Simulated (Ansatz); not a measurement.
# CHNSe: one species, many methods

One table from this session's results is given with a row withheld; the runs are named, their logs left out.

Method: functionals in def2-TZVPP, the program's frozen cores in correlated methods; program: Ansatz 0.2.0, Gaussian basis.

Plan: LDA (SPW92), PBE-D4, revPBE-D4, BLYP-D4, r2SCAN-D4, B97M-V, PBE0-D4, B3LYP-D4, r2SCANh-D4, r2SCAN0-D4, HSE06-D4, BHLYP-D4, CAM-B3LYP-D4, LC-ωPBE, ωB97X-V, ωB97M-V, B2PLYP, PBE-QIDH; CCSD(T)/def2-SVP; CCSD(T)/def2-TZVPP; MP2/def2-QZVPP; extrapolation to the limit; RPA on PBE.

## The relaxed structure

All runs share one geometry, relaxed beforehand with PBE0-D4 in a triple-zeta def2 set.

SMILES `N=C=[Se]`, 4 atoms, charge 0, spin multiplicity 1.

Atoms are counted from 1 here; the program's logs count them from 0.

Bond lengths: N1–C2 1.192 Å, N1–H4 1.003 Å, C2–Se3 1.713 Å. Angles: C2–N1–H4 136.0°, N1–C2–Se3 174.8°.

Set-up of the first run:

File in.yaml:

```yaml
crystal:
  periodic: [false, false, false]
  atoms:
    - {symbol: N, position_ang: [-0.418413, 0.463381, -0.563075]}
    - {symbol: C, position_ang: [0.334675, -0.176739, 0.102537]}
    - {symbol: Se, position_ang: [1.527334, -1.062856, 0.954396]}
    - {symbol: H, position_ang: [-1.388096, 0.715915, -0.514160]}
basis:
  gaussian: {orbitals: def2-TZVPP}
hamiltonian: {xc: lda}
output: {orbitals: {seedname: orbitals}}
```

On the command line:

```
$ ansatz run in.yaml --threads 2 --pin off --events-out ev --progress --plain --max-ram 4352MiB
```

Steps of the session up to this table: LDA; PBE-D4 (GGA); revPBE-D4 (GGA); BLYP-D4 (GGA); r2SCAN-D4 (meta-GGA); B97M-V (meta-GGA); B3LYP-D4 (hybrid); r2SCANh-D4 (hybrid); r2SCAN0-D4 (hybrid); HSE06-D4 (hybrid); BHLYP-D4 (hybrid); CAM-B3LYP-D4 (range-separated); LC-ωPBE (range-separated); ωB97X-V (range-separated); ωB97M-V (range-separated); B2PLYP (double hybrid); PBE-QIDH (double hybrid).

One of the session's tables, all rows but one given; the rest of the session is left out.

It belongs to the step «Frontier levels by functional». 

```
  functional  HOMO (eV)  gap (eV)
 LDA (SPW92)      -6.21      3.96
      PBE-D4      -6.04      3.96
   revPBE-D4      -5.98      3.97
     BLYP-D4      -5.86      3.90
   r2SCAN-D4      -6.30      4.39
      B97M-V      -6.27      4.40
     PBE0-D4      -7.12      5.89
    B3LYP-D4      -6.89      5.44
  r2SCANh-D4      -6.70      5.11
  r2SCAN0-D4      -7.30      6.18
    HSE06-D4      -6.73      5.13
    BHLYP-D4      -8.03      7.78
CAM-B3LYP-D4      -8.32      8.17
     LC-ωPBE      -9.60     10.53
     ωB97X-V          ?         ?
     ωB97M-V      -9.14      9.98
```

Estimate the missing values for ωB97X-V.

The run gave: HOMO (eV): -9.27; gap (eV): 10.17. In the column «HOMO (eV)» it lies between LC-ωPBE (-9.60) and ωB97M-V (-9.14).
